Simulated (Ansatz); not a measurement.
# C₃H₉As: one species, many methods

How much do the methods differ for C₃H₉As? The plan is to run it at one geometry with functionals of several rungs and with coupled cluster. The yardstick is the atomisation energy at the CCSD(T) limit.

Method: functionals in def2-TZVPP, the program's frozen cores in correlated methods; program: Ansatz 0.2.0, Gaussian basis.

Plan: LDA (SPW92), PBE-D4, revPBE-D4, BLYP-D4, r2SCAN-D4, B97M-V, PBE0-D4, B3LYP-D4, r2SCANh-D4, r2SCAN0-D4, HSE06-D4, BHLYP-D4, CAM-B3LYP-D4, LC-ωPBE, ωB97X-V, ωB97M-V, B2PLYP, PBE-QIDH; CCSD(T)/def2-SVP; CCSD(T)/def2-TZVPP; MP2/def2-QZVPP; extrapolation to the limit; RPA on PBE.

### Step 1. Structure used throughout

An earlier PBE0-D4 in a triple-zeta def2 set relaxation fixed the geometry.

13 atoms, charge 0, spin multiplicity 1.

Atoms are counted from 1 here; the program's logs count them from 0.

Bond lengths: C1–C2 1.518 Å, C1–H5 1.093 Å, C1–H6 1.093 Å, C1–H7 1.093 Å, C2–As3 1.976 Å, C2–H8 1.092 Å, C2–H9 1.094 Å, As3–C4 1.968 Å, As3–H10 1.528 Å, C4–H11 1.091 Å, C4–H12 1.090 Å, C4–H13 1.090 Å. Angles: C2–C1–H5 111.3°, C2–C1–H6 111.3°, C2–C1–H7 111.4°, H5–C1–H6 107.5°, H5–C1–H7 107.6°, H6–C1–H7 107.5°, C1–C2–As3 112.0°, C1–C2–H8 111.4°, C1–C2–H9 110.7°, As3–C2–H8 109.0°, As3–C2–H9 106.1°, H8–C2–H9 107.4°, C2–As3–C4 97.8°, C2–As3–H10 95.0°, C4–As3–H10 95.5°, As3–C4–H11 108.6°, As3–C4–H12 109.2°, As3–C4–H13 111.9° and more.

As a file:

```mol
C3H9As
  3D, bonds by distance, orders not assigned

 13 12  0  0  0  0  0  0  0  0999 V2000
   -0.4500    2.0283   -0.2875 C   0  0
   -0.5948    0.5189   -0.2172 C   0  0
    1.1532   -0.3978   -0.3161 As  0  0
    0.5414   -2.1969    0.1962 C   0  0
   -1.4258    2.5215   -0.2781 H   0  0
    0.1209    2.4131    0.5617 H   0  0
    0.0682    2.3378   -1.1988 H   0  0
   -1.1077    0.2104    0.6964 H   0  0
   -1.1809    0.1470   -1.0624 H   0  0
    1.5970    0.0109    1.0876 H   0  0
    0.0154   -2.6390   -0.6511 H   0  0
    1.4071   -2.8191    0.4246 H   0  0
   -0.1234   -2.1698    1.0595 H   0  0
  1  2  8  0
  2  3  8  0
  3  4  8  0
  1  5  8  0
  1  6  8  0
  1  7  8  0
  2  8  8  0
  2  9  8  0
  3 10  8  0
  4 11  8  0
  4 12  8  0
  4 13  8  0
M  END
```

### Step 2. LDA

This LDA is Slater exchange with PW92 correlation.

Contents of in.yaml:

```yaml
crystal:
  periodic: [false, false, false]
  atoms:
    - {symbol: C, position_ang: [-0.449952, 2.028290, -0.287537]}
    - {symbol: C, position_ang: [-0.594812, 0.518897, -0.217232]}
    - {symbol: As, position_ang: [1.153220, -0.397771, -0.316146]}
    - {symbol: C, position_ang: [0.541373, -2.196916, 0.196206]}
    - {symbol: H, position_ang: [-1.425839, 2.521462, -0.278141]}
    - {symbol: H, position_ang: [0.120884, 2.413102, 0.561651]}
    - {symbol: H, position_ang: [0.068185, 2.337834, -1.198818]}
    - {symbol: H, position_ang: [-1.107707, 0.210414, 0.696415]}
    - {symbol: H, position_ang: [-1.180938, 0.147032, -1.062390]}
    - {symbol: H, position_ang: [1.597005, 0.010933, 1.087641]}
    - {symbol: H, position_ang: [0.015392, -2.639017, -0.651058]}
    - {symbol: H, position_ang: [1.407119, -2.819148, 0.424584]}
    - {symbol: H, position_ang: [-0.123431, -2.169812, 1.059524]}
basis:
  gaussian: {orbitals: def2-TZVPP}
hamiltonian: {xc: lda}
output: {orbitals: {seedname: orbitals}}
```

Further steps of the session: PBE-D4 (GGA); revPBE-D4 (GGA); BLYP-D4 (GGA); r2SCAN-D4 (meta-GGA); B97M-V (meta-GGA); PBE0-D4 (hybrid); B3LYP-D4 (hybrid); r2SCANh-D4 (hybrid); r2SCAN0-D4 (hybrid); HSE06-D4 (hybrid); BHLYP-D4 (hybrid); CAM-B3LYP-D4 (range-separated); LC-ωPBE-D4 (range-separated); ωB97X-V (range-separated); ωB97M-V (range-separated); B2PLYP (double hybrid); PBE-QIDH (double hybrid); CCSD(T) in def2-SVP; CCSD(T) in def2-TZVPP; MP2 in def2-QZVPP; RPA on PBE orbitals.

Before running them: what should the planned runs give, taken together? Wanted: atomisation energy, CCSD(T)/CBS; farthest beyond LDA; mean size of error, GGA; mean size of error, meta-GGA; mean size of error, hybrid; mean size of error, range-separated; mean size of error, double hybrid; gap, smallest and largest; T1 diagnostic.

The runs gave:

| quantity | value |
| --- | --- |
| atomisation energy, CCSD(T)/CBS | 4642.1 kJ/mol |
| functionals within 46.4 kJ/mol (1.0 %) | revPBE-D4, BLYP-D4, r2SCAN-D4, B97M-V, PBE0-D4, B3LYP-D4, r2SCANh-D4, r2SCAN0-D4, HSE06-D4, CAM-B3LYP-D4, LC-ωPBE, ωB97X-V, ωB97M-V, B2PLYP, PBE-QIDH |
| farthest beyond LDA | BHLYP-D4 (-83.8 kJ/mol) |
| mean size of error, GGA | 32.9 kJ/mol |
| mean size of error, meta-GGA | 11.2 kJ/mol |
| mean size of error, hybrid | 28.7 kJ/mol |
| mean size of error, range-separated | 20.9 kJ/mol |
| mean size of error, double hybrid | 33.5 kJ/mol |
| gap, smallest and largest | 5.40 eV (BLYP-D4), 12.05 eV (LC-ωPBE) |
| T1 diagnostic | 0.0098 |
| triples share of the correlation energy | 3.7 % |

**Reading.** The LDA atomisation energy is off by 609.0 kJ/mol (13 %): it overbinds. PBE-D4 is off by +63.4 kJ/mol. Double hybrids carry the basis error of their MP2 part in triple zeta, and no dispersion term here, so their miss is partly the set-up's. The rungs meta-GGA, range-separated, hybrid, GGA, double hybrid miss on average by less than the doubt on the reference (46.4 kJ/mol), so they tie. The reference freezes the cores and leaves out relativity and excitations past (T), and its outer-core shells are covered unevenly, so misses under about 46.4 kJ/mol can't be ranked. Hartree-Fock recovers 74 % of the binding; the rest is correlation. CCSD(T) in def2-SVP is off by -228.4 kJ/mol, more than most functionals: a good method in a small basis is no reference. Orbital gaps span 5.4 to 12.1 eV; exact exchange widens them. Correlated methods include outer-core shells of As, which these sets cover unevenly.
